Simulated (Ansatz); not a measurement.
# Fe2O3 (Hematite): the cost of one run

Program: Ansatz 0.2.0. Level of theory: DFT PBE+U (U_eff = 4 eV on Fe 3d), scalar-relativistic, plane waves, PAW. These are calculated values, not measurements.

### 1 The structure to begin with

Symmetry: R-3c, No. 167, trigonal system. The conventional cell has a = 5.105 Å, b = 5.105 Å, c = 13.941 Å, α = 90.00°, β = 90.00°, γ = 120.00°. Fe (site symmetry 3) is surrounded by 6 O at 1.97 to 2.14 Å. O (site symmetry 2) is surrounded by 4 Fe at 1.97 to 2.14 Å.

Structure file:

```cif
data_structure
_symmetry_space_group_name_H-M 'P 1'
_symmetry_Int_Tables_number 1
_cell_length_a 5.5027
_cell_length_b 5.5027
_cell_length_c 5.5027
_cell_angle_alpha 55.269
_cell_angle_beta 55.269
_cell_angle_gamma 55.269
_cell_volume 104.86
loop_
_atom_site_label
_atom_site_type_symbol
_atom_site_fract_x
_atom_site_fract_y
_atom_site_fract_z
_atom_site_occupancy
Fe1 Fe 0.35532 0.35532 0.35532 1
Fe2 Fe 0.14468 0.14468 0.14468 1
Fe3 Fe 0.64468 0.64468 0.64468 1
Fe4 Fe 0.85532 0.85532 0.85532 1
O1 O 0.55571 0.94429 0.25000 1
O2 O 0.25000 0.55571 0.94429 1
O3 O 0.94429 0.25000 0.55571 1
O4 O 0.44429 0.05571 0.75000 1
O5 O 0.75000 0.44429 0.05571 1
O6 O 0.05571 0.75000 0.44429 1
```

Starting moments: Fe 4.19, -4.19 μB.

### 2 Bands and density of states at the final cell

input.yaml reads:

```yaml
crystal:
  lattice:
    - [2.5523318714, 1.473589493, 4.6469226429]
    - [-2.5523318714, 1.473589493, 4.6469226429]
    - [0.0, -2.947178986, 4.6469226429]
  atoms:
    - { symbol: Fe, position: [0.3553202307, 0.3553202307, 0.3553202307], spin: 4.19 }
    - { symbol: Fe, position: [0.144679769, 0.144679769, 0.144679769], spin: -4.19 }
    - { symbol: Fe, position: [0.6446797693, 0.6446797693, 0.6446797693], spin: 4.19 }
    - { symbol: Fe, position: [0.855320231, 0.855320231, 0.855320231], spin: -4.19 }
    - { symbol: O, position: [0.5557112281, 0.9442887719, 0.2500000005] }
    - { symbol: O, position: [0.2500000005, 0.5557112281, 0.9442887719] }
    - { symbol: O, position: [0.9442887719, 0.2500000005, 0.5557112281] }
    - { symbol: O, position: [0.4442887719, 0.0557112281, 0.7499999995] }
    - { symbol: O, position: [0.7499999995, 0.4442887719, 0.0557112281] }
    - { symbol: O, position: [0.0557112281, 0.7499999995, 0.4442887719] }
basis:
  ecutwfc: 420
  ecutrho_ratio: 4
kpoints:
  mp_grid: { grid: [4, 4, 4] }
  band_path:
    path:
      - [[0.0, 0.0, 0.0], [0.5, 0.5, 0.5], [0.76629381, 0.23370619, 0.5]]
      - [[0.5, -0.23370619, 0.23370619], [0.5, 0.0, 0.0], [0.0, 0.0, 0.0], [0.36685309, -0.36685309, 0.0]]
      - [[0.63314691, 0.0, 0.36685309], [0.5, 0.0, 0.5], [0.0, 0.0, 0.0]]
    npoints: 10
hamiltonian:
  xc: pbe
  hubbard: { sites: [{ species: Fe, l: d, u_eff: 4.0 }] }
scf:
  occupations: { method: gaussian, width: 0.05 }
  lower_state_search: "off"
  n_extra_bands: 42
output:
  forces: true
  stress: true
  eigenvalues: true
  populations: true
  hubbard: { sites: [{ species: Fe, l: d }] }
  dos: { projected: true, de: 0.02, nscf_kmesh: { grid: [6, 6, 6] } }
  bader: false
magnetization:
  spin_polarized: true
checkpoint:
  read: start.run
  write: ck
  compress: false
  write_wavefunctions: false
  write_every: 100000
```

The run starts from a saved state of the same cell, the folder start.run.

Run with:

```
$ ansatz run input.yaml --threads 8 --pin off --max-ram 22528MiB --backend cpu --events-out ev --progress --plain --runs-dir out
```

**Question.** How long does this run take on 8 threads of Arm Neoverse N1, shared host, and how much memory does it need?

About 25 s, with a peak of 1.4 GiB.
